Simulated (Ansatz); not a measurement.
# V3NiPb: the cost of one run

Program: Ansatz 0.2.0. Level of theory: DFT PBE, scalar-relativistic, plane waves, PAW. These are calculated values, not measurements.

## (1) The structure to begin with

Symmetry: Pm-3m, No. 221, cubic system. Conventional cell: a = 4.220 Å, b = 4.220 Å, c = 4.220 Å, α = 90.00°, β = 90.00°, γ = 90.00°. V (site symmetry 4/mmm) has 2 Pb at 2.11 Å in its first shell of neighbours. Around Ni (site symmetry m-3m) lie 12 V at 2.98 Å. Pb (site symmetry m-3m) is surrounded by 6 V at 2.11 Å.

Coordinates:

```
CELL_PARAMETERS angstrom
4.21990 0.00000 0.00000
0.00000 4.21990 0.00000
0.00000 0.00000 4.21990
ATOMIC_POSITIONS crystal
V 0.00000 0.50000 0.50000
V 0.50000 0.00000 0.50000
V 0.50000 0.50000 0.00000
Ni 0.00000 0.00000 0.00000
Pb 0.50000 0.50000 0.50000
```

(A quick probe on a coarse mesh, which set the mesh and smearing, is not shown.)

## (3) A loose first relaxation

File input.yaml:

```yaml
crystal:
  lattice:
    - [4.2198990513, 0.0, 0.0]
    - [0.0, 4.2198990513, 0.0]
    - [0.0, 0.0, 4.2198990513]
  atoms:
    - { symbol: V, position: [0.0, 0.5, 0.5] }
    - { symbol: V, position: [0.5, 0.0, 0.5] }
    - { symbol: V, position: [0.5, 0.5, 0.0] }
    - { symbol: Ni, position: [0.0, 0.0, 0.0] }
    - { symbol: Pb, position: [0.5, 0.5, 0.5] }
basis:
  ecutwfc: 420
kpoints:
  mp_grid: { grid: [4, 4, 4] }
hamiltonian:
  xc: pbe
scf:
  occupations: { method: gaussian, width: 0.1 }
  lower_state_search: "off"
output:
  forces: true
  stress: true
  eigenvalues: true
relax:
  adjacent_minimum: "off"
  f_tol: 0.04
  max_steps: 70
  cell: { stress_tol: 0.4 }
```

Launch:

```console
$ ansatz run input.yaml --threads 1 --pin off --max-ram 2560MiB --backend cpu --events-out ev --progress --plain --runs-dir out
```

What time and memory should one allow on 1 thread of Arm Neoverse N1, shared host?

About 56 s, with a peak of 0.42 GiB.
